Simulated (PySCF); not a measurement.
**One shape, several levels: SiH2BrClO (SMILES O[SiH](Cl)Br)**

We compute a comparison of 6 runs (HF/STO-3G, HF/3-21G, CAM-B3LYP/6-31G, CAM-B3LYP/6-31G**, PBE0/def2-SVP, MP2/6-311G**) of SiH2BrClO. Input form: a Python script.

The calculation is run with PySCF 2.14.0.

## Step 1: Starting point

The species is SiH2BrClO (6 atoms), meant as a singlet with charge 0. As SMILES, `O[SiH](Cl)Br`. Geometry: relaxed at PBE0-D4/def2-TZVP. This is one conformer, not always the lowest.

Bond lengths: O1–Si2 1.622 Å, Si2–Cl3 2.042 Å, Si2–Br4 2.209 Å, O1–H5 0.959 Å, Si2–H6 1.468 Å. Angles: O1–Si2–Cl3 111.3°, O1–Si2–Br4 111.1°, Cl3–Si2–Br4 107.7°, O1–Si2–H6 107.3°, Cl3–Si2–H6 109.7°, Br4–Si2–H6 109.8°, Si2–O1–H5 119.2°.

## Step 2: Energy and gradient at HF/STO-3G (run 1)

Input file mol.xyz:

```xyz
6
BrClH2OSi
O      0.744800     1.104600    -0.213800
Si     0.036200    -0.276800     0.254900
Cl     0.318200    -1.760100    -1.119300
Br    -2.141300    -0.005500     0.511700
H      0.440300     1.539800    -1.012700
H      0.643900    -0.666000     1.533000
```

Input file input.py:

```python
from pyscf import gto, scf

mol = gto.M(
    atom='mol.xyz',
    max_memory=1860,
    verbose=4,
    basis='sto-3g',
    spin=0,
    charge=0,
)

mf = scf.RHF(mol)
mf.conv_tol = 1e-10
mf.kernel()
if not mf.converged:
    mf = mf.newton().run(mf.mo_coeff, mf.mo_occ)

energy = mf.e_tot
print('Final energy', energy)
grad = mf.nuc_grad_method().kernel()
mf.analyze()
```

On the command line:

```
$ OMP_NUM_THREADS=1 python input.py
```

Log:

```text
PySCF version 2.14.0

[... 76 lines left out ...]
Two-electron Energy =                 1741.881055937148858
[... 10 lines left out ...]
MO #7   energy= -57.7329950620328  occ= 2
[... 8 lines left out ...]
MO #16  energy= -6.87559341775932  occ= 2
[... 8 lines left out ...]
MO #25  energy= -2.22777050997406  occ= 2
[... 8 lines left out ...]
MO #34  energy= -0.405379336075975 occ= 2
[... 8 lines left out ...]
MO #43  energy= 0.700815314021168  occ= 0
[... 52 lines left out ...]
Dipole moment(X, Y, Z, Debye):  0.74844,  1.61822,  0.58646
```

Run time: 4.5 s. Hardware: 1 thread of Intel Xeon at 2.70GHz, shared host; peak memory 0.12 GiB.

## Step 3: Energy and forces at HF/3-21G (run 2)

Input file job.py:

```python
from pyscf import gto, scf

mol = gto.M(
    atom='''
O      0.744800     1.104600    -0.213800
Si     0.036200    -0.276800     0.254900
Cl     0.318200    -1.760100    -1.119300
Br    -2.141300    -0.005500     0.511700
H      0.440300     1.539800    -1.012700
H      0.643900    -0.666000     1.533000
''',
    basis='3-21g',
    spin=0,
    max_memory=1860,
    verbose=4,
)

calc0 = scf.RHF(mol)
calc0.conv_tol = 1e-10
calc0.kernel()
if not calc0.converged:
    calc0 = calc0.newton().run(calc0.mo_coeff, calc0.mo_occ)

etot = calc0.e_tot
print('E = %.10f Eh' % etot)
grad = calc0.nuc_grad_method().kernel()
dip = calc0.dip_moment()
pop, q = calc0.mulliken_pop()
```

On the command line:

```
$ OMP_NUM_THREADS=1 python job.py
```

Log:

```text
PySCF version 2.14.0

[... 60 lines left out ...]
converged SCF energy = -3380.46324973099
[... 13 lines left out ...]
Dipole moment(X, Y, Z, Debye):  0.29409,  1.49089, -0.03792
[... 68 lines left out ...]
charge of    5H =     -0.16099
```

It took 3.9 s on 1 thread of Intel Xeon at 2.70GHz, shared host; peak memory 0.13 GiB.

Runs 3 to 5 aren't shown in full; the table further down has their settings and results.

## Step 4: Energy and forces at MP2/6-311G(d,p) (run 6)

Input file input.py:

```python
import pyscf.grad
from pyscf import gto, scf, mp

mol = gto.Mole()
mol.atom = '''
O      1.407468     2.087391    -0.404023
Si     0.068408    -0.523076     0.481691
Cl     0.601311    -3.326107    -2.115170
Br    -4.046471    -0.010393     0.966973
H      0.832046     2.909800    -1.913726
H      1.216795    -1.258558     2.896950
'''
mol.unit = 'bohr'
mol.verbose = 3
mol.max_memory = 1860
mol.basis = '6-311g**'
mol.spin = 0
mol.build()

myscf = scf.RHF(mol)
myscf.conv_tol = 1e-10
myscf.kernel()
if not myscf.converged:
    myscf = myscf.newton().run(myscf.mo_coeff, myscf.mo_occ)

pt = mp.MP2(myscf, frozen=20).run()
e_tot = pt.e_tot
print('E = %.10f Eh' % e_tot)
grad = pt.Gradients().kernel()
myscf.analyze()
```

On the command line:

```
$ OMP_NUM_THREADS=1 python input.py
```

Log:

```text
converged SCF energy = -3397.01401661018
[... 33 lines left out ...]
MO #21  energy= -3.19971596699715  occ= 2
[... 20 lines left out ...]
MO #42  energy= 0.180004694851205  occ= 0
[... 20 lines left out ...]
MO #63  energy= 0.945327757790369  occ= 0
[... 20 lines left out ...]
MO #84  energy= 2.21476853475567   occ= 0
[... 20 lines left out ...]
MO #105 energy= 5.43233138610878   occ= 0
[... 20 lines left out ...]
MO #126 energy= 1028.30349024664   occ= 0
[... 7 lines left out ...]
Dipole moment(X, Y, Z, Debye):  0.24077,  1.03720, -0.34898
```

Run time: 65 s. Hardware: 1 thread of Intel Xeon at 2.70GHz, shared host; peak memory 1.9 GiB.

## Step 5: The series

```tsv
run	level	integration grid	frozen core orbitals	energy (Eh)	dipole moment (D) of the reference	HOMO energy (eV)	LUMO energy (eV)	wall time
1	HF/STO-3G	–	–	-3359.974138	1.88	-9.10	7.80	4.5 s
2	HF/3-21G	–	–	-3380.463250	1.52	-11.83	3.52	3.9 s
3	CAM-B3LYP/6-31G	5	–	-3399.991104	1.11	-10.24	0.49	66 s
4	CAM-B3LYP/6-31G** (spherical functions)	5	–	-3400.187144	1.28	-9.98	1.26	85 s
5	PBE0/def2-SVP	5	–	-3399.160549	1.18	-8.58	0.49	34 s
6	MP2/6-311G**	–	20	-3397.718340	1.12	-11.82	3.50	65 s
```

## Step 6: Results

| quantity | value |
| --- | --- |
| run 6: total energy | -3397.71834 Eh |
| run 6: dipole moment (Hartree–Fock density) | 1.12 D |
| run 6: HOMO energy (Hartree–Fock orbitals) | -11.82 eV |
| run 6: LUMO energy (Hartree–Fock orbitals) | 3.50 eV |
| run 6: HOMO–LUMO gap (Hartree–Fock orbitals) | 15.32 eV |
| run 6: correlation energy (20 core orbitals frozen) | -704.3 mEh |
| run 6: largest force on an atom | 0.463 eV/Å |

In words: Over runs 1, 2, 3, 4, 5 the dipole moment (its size) runs from 1.11 D (CAM-B3LYP/6-31G) to 1.88 D (HF/STO-3G). The two ends differ in method and basis. Over runs 1, 2, 3, 4, 5 the HOMO–LUMO gap runs from 9.07 eV (PBE0/def2-SVP) to 16.90 eV (HF/STO-3G). Totals of different functionals can't be ranked against each other. In run 1 the basis is minimal, so the values are rough. All runs together took 4.3 min, the longest 85 s.
